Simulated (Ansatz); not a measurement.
# C₁₉H₂₁N₃S₃Si₂: geometry, orbitals and charge

Aim: characterise C₁₉H₂₁N₃S₃Si₂ as a singlet: its structure, frontier levels and distribution of charge.

Method: RKS PBE0-D4/def2-TZVP; program: Ansatz 0.2.0, Gaussian basis.

Levels to be run: relaxation at r2SCAN-D4/def2-SVP; a single point at PBE0-D4/def2-TZVP.

## Step 1: The starting structure

SMILES `C[Si](C)(C)C#Cc1cnc(-c2cnc(-c3cnc(C#C[Si](C)(C)C)s3)s2)s1`, 48 atoms, charge 0, spin multiplicity 1.

Atoms are counted from 1 here; the program's logs count them from 0.

Bond lengths: C1–Si2 1.905 Å, C1–H28 1.086 Å, C1–H29 1.086 Å, C1–H30 1.086 Å, Si2–C3 1.906 Å, Si2–C4 1.905 Å, Si2–C5 1.858 Å, C3–H31 1.086 Å, C3–H32 1.086 Å, C3–H33 1.086 Å, C4–H34 1.086 Å, C4–H35 1.086 Å, C4–H36 1.086 Å, C5–C6 1.211 Å, C6–C7 1.393 Å, C7–C8 1.378 Å, C7–S27 1.739 Å, C8–N9 1.335 Å and more. Angles: Si2–C1–H28 111.3°, Si2–C1–H29 111.4°, Si2–C1–H30 111.1°, H28–C1–H29 107.5°, H28–C1–H30 107.7°, H29–C1–H30 107.7°, C1–Si2–C3 111.0°, C1–Si2–C4 110.8°, C1–Si2–C5 107.8°, C3–Si2–C4 110.8°, C3–Si2–C5 107.9°, C4–Si2–C5 108.4°, Si2–C3–H31 111.3°, Si2–C3–H32 111.1°, Si2–C3–H33 111.3°, H31–C3–H32 107.6°, H31–C3–H33 107.6°, H32–C3–H33 107.7° and more.

The start is a GFN2-xTB geometry.

## Step 2: Optimising with r2SCAN-D4/def2-SVP

in.yaml reads:

```yaml
crystal:
  periodic: [false, false, false]
  atoms:
    - {symbol: C, position_ang: [-8.744890, 0.072520, 2.408060]}
    - {symbol: Si, position_ang: [-8.646520, -0.744630, 0.689720]}
    - {symbol: C, position_ang: [-8.671260, -2.644680, 0.833870]}
    - {symbol: C, position_ang: [-10.060520, -0.133970, -0.431050]}
    - {symbol: C, position_ang: [-7.030410, -0.251160, -0.083630]}
    - {symbol: C, position_ang: [-5.980180, 0.072480, -0.593400]}
    - {symbol: C, position_ang: [-4.775240, 0.447760, -1.183060]}
    - {symbol: C, position_ang: [-4.592180, 1.109570, -2.377470]}
    - {symbol: N, position_ang: [-3.325360, 1.351530, -2.723560]}
    - {symbol: C, position_ang: [-2.478390, 0.904110, -1.846150]}
    - {symbol: C, position_ang: [-1.071030, 1.040660, -1.982870]}
    - {symbol: C, position_ang: [-0.412100, 1.646190, -3.035420]}
    - {symbol: N, position_ang: [0.916970, 1.663800, -2.957130]}
    - {symbol: C, position_ang: [1.360460, 1.092770, -1.876570]}
    - {symbol: C, position_ang: [2.743910, 0.984420, -1.576490]}
    - {symbol: C, position_ang: [3.777020, 1.459050, -2.363750]}
    - {symbol: N, position_ang: [5.006050, 1.251690, -1.894450]}
    - {symbol: C, position_ang: [5.005880, 0.627180, -0.758530]}
    - {symbol: C, position_ang: [6.142410, 0.275200, -0.032930]}
    - {symbol: C, position_ang: [7.128950, -0.029770, 0.600440]}
    - {symbol: Si, position_ang: [8.677300, -0.474760, 1.534860]}
    - {symbol: C, position_ang: [9.633710, 1.136760, 1.877000]}
    - {symbol: C, position_ang: [8.150760, -1.325670, 3.155810]}
    - {symbol: C, position_ang: [9.699030, -1.647180, 0.435010]}
    - {symbol: S, position_ang: [3.390670, 0.230740, -0.156160]}
    - {symbol: S, position_ang: [0.089670, 0.462290, -0.831470]}
    - {symbol: S, position_ang: [-3.228520, 0.115030, -0.460800]}
    - {symbol: H, position_ang: [-8.704790, 1.155060, 2.332050]}
    - {symbol: H, position_ang: [-7.921920, -0.241580, 3.043000]}
    - {symbol: H, position_ang: [-9.670160, -0.188790, 2.913630]}
    - {symbol: H, position_ang: [-8.588740, -3.114990, -0.141660]}
    - {symbol: H, position_ang: [-9.595060, -2.990640, 1.289020]}
    - {symbol: H, position_ang: [-7.848030, -3.005540, 1.443430]}
    - {symbol: H, position_ang: [-10.038190, 0.945740, -0.543260]}
    - {symbol: H, position_ang: [-9.995030, -0.568370, -1.423970]}
    - {symbol: H, position_ang: [-11.028570, -0.402270, -0.017710]}
    - {symbol: H, position_ang: [-5.390470, 1.430240, -3.021690]}
    - {symbol: H, position_ang: [-0.910200, 2.085780, -3.878710]}
    - {symbol: H, position_ang: [3.631370, 1.966790, -3.298540]}
    - {symbol: H, position_ang: [10.553290, 0.939820, 2.420860]}
    - {symbol: H, position_ang: [9.043740, 1.830950, 2.467780]}
    - {symbol: H, position_ang: [9.899110, 1.638480, 0.951300]}
    - {symbol: H, position_ang: [7.571360, -2.222890, 2.960220]}
    - {symbol: H, position_ang: [9.014990, -1.615430, 3.746580]}
    - {symbol: H, position_ang: [7.539140, -0.668590, 3.766860]}
    - {symbol: H, position_ang: [10.622610, -1.941480, 0.925220]}
    - {symbol: H, position_ang: [9.147850, -2.552770, 0.200770]}
    - {symbol: H, position_ang: [9.961540, -1.171460, -0.505060]}
basis:
  gaussian: {orbitals: def2-SVP, fitting: {mean_field: def2-universal-jkfit}}
hamiltonian: {xc: r2scan, dispersion: d4}
scf: {lower_state_search: "off"}
output: {orbitals: {seedname: orbitals}}
relax: {f_tol: 0.03, max_steps: 70}
```

Launch:

```sh
$ ansatz run in.yaml --threads 2 --pin off --events-out ev --progress --plain --max-ram 32768MiB --backend cuda --devices 0, --max-vram 18GiB
```

After this run come: Single point, PBE0-D4/def2-TZVP.

**Question.** What will the summary of the whole plan be? Wanted: point group; commonest bond, hydrogen aside; HOMO, LUMO at PBE0-D4/def2-TZVP; dipole at r2SCAN-D4/def2-SVP.

As calculated:

```
                       quantity                          value
                    point group                             C1
 commonest bond, hydrogen aside  C–C, 9 of mean length 1.370 Å
HOMO, LUMO at PBE0-D4/def2-TZVP                -6.03, -2.82 eV
   dipole at r2SCAN-D4/def2-SVP                         3.47 D
```

The molecule keeps its bonding pattern by the stored test; the atoms moved 0.07 Å (rms). No usable vibrations, so a minimum isn't proven. The HOMO lies nearest to C5, C7, C11 about 10 % each; C12, C14, C16 about 7 % each and the LUMO to C14, C18 about 10 % each; S25, S26 about 8 % each. The point group is read from a loosely relaxed geometry; soft torsions can leave it below the true symmetry.
